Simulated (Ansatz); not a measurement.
**BrF: ionisation energy by level of theory**

How much energy removes an electron from BrF at fixed geometry? The cation is run at each level and the neutral's energy taken from earlier runs.

Method: unrestricted cation, the program's frozen cores in correlated methods; program: Ansatz 0.2.0, Gaussian basis.

Levels to be run: UKS PBE-D4/def2-TZVPP; UKS r2SCAN-D4/def2-TZVPP; UKS PBE0-D4/def2-TZVPP; UKS B3LYP-D4/def2-TZVPP; UKS wB97X-V/def2-TZVPP; UKS wB97M-V/def2-TZVPP; UKS B2PLYP/def2-TZVPP; UHF-CCSD(T)/def2-TZVPP; UHF-CCSD(T)/def2-QZVPP; extrapolation to the limit; then −ε(HOMO) from the neutral's earlier runs with LDA (SPW92), PBE-D4, revPBE-D4, BLYP-D4, r2SCAN-D4, B97M-V, PBE0-D4, B3LYP-D4, r2SCANh-D4, r2SCAN0-D4, HSE06-D4, BHLYP-D4, CAM-B3LYP-D4, LC-ωPBE, ωB97X-V, ωB97M-V.

## (1) The geometry

An earlier PBE0-D4 in a triple-zeta def2 set relaxation fixed the geometry.

SMILES `FBr`, 2 atoms, charge 0, spin multiplicity 1.

Atoms are counted from 1 here; the program's logs count them from 0.

Bond lengths: F1–Br2 1.754 Å.

## (2) Cation, UKS PBE-D4/def2-TZVPP

in.yaml reads:

```yaml
crystal:
  periodic: [false, false, false]
  atoms:
    - {symbol: F, position_ang: [0.000000, -0.000000, 0.023211]}
    - {symbol: Br, position_ang: [-0.000000, 0.000000, 1.776729]}
basis:
  gaussian: {orbitals: def2-TZVPP}
total_charge: 1
magnetization: {spin_polarized: true, initial_magnetization: 1}
hamiltonian: {xc: pbe, dispersion: d4}
```

Launch:

```console
ansatz run in.yaml --threads 2 --pin off --events-out ev --progress --plain --max-ram 32768MiB --backend cpu
```

Further steps of the session: Cation, UKS r2SCAN-D4/def2-TZVPP; Cation, UKS PBE0-D4/def2-TZVPP; Cation, UKS B3LYP-D4/def2-TZVPP; Cation, UKS wB97X-V/def2-TZVPP; Cation, UKS wB97M-V/def2-TZVPP; Cation, UKS B2PLYP (frozen core)/def2-TZVPP; Cation, UHF-CCSD(T)/def2-TZVPP; Cation, UHF-CCSD(T)/def2-QZVPP.

**Question.** What will the summary of the whole plan be? Wanted: ionisation energy, CCSD(T)/CBS; nearest functional by difference; nearest −ε(HOMO); −ε(HOMO) of PBE; T1 of the cation.

**Answer**, as computed:

| quantity | value |
| --- | --- |
| ionisation energy, CCSD(T)/CBS | 12.06 eV |
| nearest functional by difference | ωB97X-V (-0.16 eV) |
| nearest −ε(HOMO) | LC-ωPBE (-0.39 eV) |
| −ε(HOMO) of PBE | 7.35 eV |
| T1 of the cation | 0.024 |

Energy differences with functionals land within 0.48 eV of the reference. The PBE orbital energy is 4.7 eV too small: a semilocal HOMO is no ionisation energy. Among orbital estimates LC-ωPBE comes nearest. Hartree-Fock falls 0.86 eV short, as the neutral has more correlation energy than the cation. The cation may have settled in a state other than its lowest; no search over hole states beyond the program's own was made. Correlated methods include outer-core shells of Br, which these sets cover unevenly. With outer-core shells in play the reference is unsure by up to some tenths of an eV, so close misses can't be ranked.
